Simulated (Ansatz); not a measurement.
# ClH₃SSi₂: small, medium and large basis sets

One table from this session's results is given with a row withheld; the runs are named, their logs left out.

Method: one geometry, several basis sets; program: Ansatz 0.2.0, Gaussian basis.

Levels to be run: PBE0-D4/def2-SVP; ωB97M-V/def2-SVP; PBE0-D4/def2-QZVPP; ωB97M-V/def2-QZVPP; the functionals' def2-TZVPP values are taken from earlier runs.

### Structure used throughout

An earlier PBE0-D4 in a triple-zeta def2 set relaxation fixed the geometry.

SMILES `Cl[SiH]1[SiH2]S1`, 7 atoms, charge 0, spin multiplicity 1.

Atoms are counted from 1 here; the program's logs count them from 0.

Bond lengths: Cl1–Si2 2.047 Å, Si2–Si3 2.238 Å, Si2–S4 2.129 Å, Si2–H5 1.476 Å, Si3–S4 2.166 Å, Si3–H6 1.481 Å, Si3–H7 1.482 Å. Angles: Cl1–Si2–Si3 121.9°, Cl1–Si2–S4 116.7°, Cl1–Si2–H5 107.8°, Si3–Si2–S4 59.4°, Si3–Si2–H5 126.3°, S4–Si2–H5 115.8°, Si2–Si3–S4 57.8°, Si2–Si3–H6 121.1°, Si2–Si3–H7 123.8°, S4–Si3–H6 114.7°, S4–Si3–H7 114.9°, H6–Si3–H7 112.0°, Si2–S4–Si3 62.8°.

Set-up of the first run:

in.yaml reads:

```yaml
crystal:
  periodic: [false, false, false]
  atoms:
    - {symbol: Cl, position_ang: [-2.567150, 0.858745, 0.246590]}
    - {symbol: Si, position_ang: [-0.763378, 0.414670, -0.612213]}
    - {symbol: Si, position_ang: [0.836138, -0.689417, 0.497023]}
    - {symbol: S, position_ang: [0.937222, 1.445724, 0.147560]}
    - {symbol: H, position_ang: [-0.938499, 0.458712, -2.077277]}
    - {symbol: H, position_ang: [0.655589, -1.075860, 1.915215]}
    - {symbol: H, position_ang: [1.901379, -1.480675, -0.162498]}
basis:
  gaussian: {orbitals: def2-SVP}
hamiltonian: {xc: pbe0, dispersion: d4}
output: {orbitals: {seedname: orbitals}}
```

Launch:

```bash
ansatz run in.yaml --threads 2 --pin off --events-out ev --progress --plain --max-ram 4352MiB
```

Among the steps run: PBE0-D4 in def2-SVP; ωB97M-V in def2-SVP; PBE0-D4 in def2-QZVPP; ωB97M-V in def2-QZVPP.

One of the session's tables, all rows but one given; the rest of the session is left out.

```
functional       basis  HOMO (eV)
   PBE0-D4    def2-SVP          ?
   PBE0-D4  def2-TZVPP      -7.39
   PBE0-D4  def2-QZVPP      -7.41
   ωB97M-V    def2-SVP      -9.30
   ωB97M-V  def2-TZVPP      -9.33
   ωB97M-V  def2-QZVPP      -9.36
```

Q: Estimate the row for PBE0-D4, def2-SVP from the others.

The run gave: HOMO (eV): -7.40. In the column «HOMO (eV)» it lies between PBE0-D4, def2-QZVPP (-7.41) and PBE0-D4, def2-TZVPP (-7.39).
